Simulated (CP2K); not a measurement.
# InSb3 under changes of volume

One of the cells (27.758 Å³/atom); the others are scaled copies at fixed shape and fractional positions:

```
Sb In
1.0
     4.80637    0.00000    0.00000
     0.00000    4.80637    0.00000
     0.00000    0.00000    4.80637
Sb In
3 1
Cartesian
  2.4032 2.4032 0.0000
  0.0000 2.4032 2.4032
  2.4032 0.0000 2.4032
  0.0000 0.0000 0.0000
```

The cell comes from a database or a generator and needn't be the stable form of this composition.

- Program: CP2K 2026.2
- Functional: PBEsol
- Potentials or basis: POTENTIAL_UZH Sb GTH-PBE-q5, In GTH-PBE-q13; TZVP-MOLOPT-PBE-GTH basis
- Density cutoff: 6123 eV
- k mesh: 6 × 6 × 6
- Occupations: fermi-dirac, width 0.05 eV
- Spin: no spin polarisation

```csv
volume (Å³/atom),energy over the lowest point (meV/atom),pressure (GPa)
26.093,11.94,3.1
26.648,3.64,1.7
27.203,0.00,0.4
27.758,0.55,-0.7
28.313,4.83,-1.7
28.868,?,?
29.424,22.92,-3.4
```

Q: What does the run at 28.868 Å³/atom give?

A: Energy over the lowest point 12.42 meV/atom; pressure -2.6 GPa.

Worked out: A Birch-Murnaghan fit of order 3 (a polynomial in V^(-2/3)) to the other rows has its minimum at 27.40 Å³/atom with B0 = V·E''(V) = 57 GPa and B' = 4.8. It gives 12.39 meV/atom at 28.868 Å³/atom, against the run's 12.42, and -dE/dV = -2.6 GPa, against -2.6.

Energies are extrapolated to zero smearing.

Caveats: the potentials were made for another functional, which shifts forces and pressure; the basis of atomic orbitals isn't converged, which shifts pressures, moduli and gaps.
